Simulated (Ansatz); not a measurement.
# MgO: the cost of one run

Program: Ansatz 0.2.0. Level of theory: DFT LDA, scalar-relativistic, plane waves, PAW. These are calculated values, not measurements.

The COD cell was measured well above room temperature, so it is larger than a cold one.

**1. The starting structure**

It takes space group Fm-3m (No. 225, cubic). The conventional cell has a = 4.270 Å, b = 4.270 Å, c = 4.270 Å, α = 90.00°, β = 90.00°, γ = 90.00°. Mg (site symmetry m-3m) has 6 O at 2.14 Å as nearest neighbours. O (site symmetry m-3m) is surrounded by 6 Mg at 2.14 Å.

Coordinates:

```cif
data_structure
_symmetry_space_group_name_H-M 'P 1'
_symmetry_Int_Tables_number 1
_cell_length_a 3.0196
_cell_length_b 3.0196
_cell_length_c 3.0196
_cell_angle_alpha 60.000
_cell_angle_beta 60.000
_cell_angle_gamma 60.000
_cell_volume 19.47
loop_
_atom_site_label
_atom_site_type_symbol
_atom_site_fract_x
_atom_site_fract_y
_atom_site_fract_z
_atom_site_occupancy
Mg1 Mg 0.00000 0.00000 0.00000 1
O1 O 0.50000 0.50000 0.50000 1
```

Source of the structure: the Crystallography Open Database.

(A quick probe on a coarse mesh, which set the mesh and smearing, is not shown.)

**3. A loose first relaxation**

input.yaml reads:

```yaml
crystal:
  lattice:
    - [0.0, 2.13515, 2.13515]
    - [2.13515, 0.0, 2.13515]
    - [2.13515, 2.13515, 0.0]
  atoms:
    - { symbol: Mg, position: [0.0, 0.0, 0.0] }
    - { symbol: O, position: [0.5, 0.5, 0.5] }
basis:
  ecutwfc: 420
kpoints:
  mp_grid: { grid: [8, 8, 8] }
hamiltonian:
  xc: lda
scf:
  occupations: { method: gaussian, width: 0.1 }
output:
  forces: true
  stress: true
  eigenvalues: true
relax:
  adjacent_minimum: "off"
  f_tol: 0.05
  max_steps: 80
  cell: { stress_tol: 0.5 }
```

The run is started by

```bash
$ ansatz run input.yaml --threads 1 --pin off --max-ram 3072MiB --backend cpu --events-out ev --progress --plain --runs-dir out
```

What time and memory should one allow on 1 thread of Intel Xeon at 2.70GHz, shared host?

About 4.3 s, with a peak of 0.29 GiB.
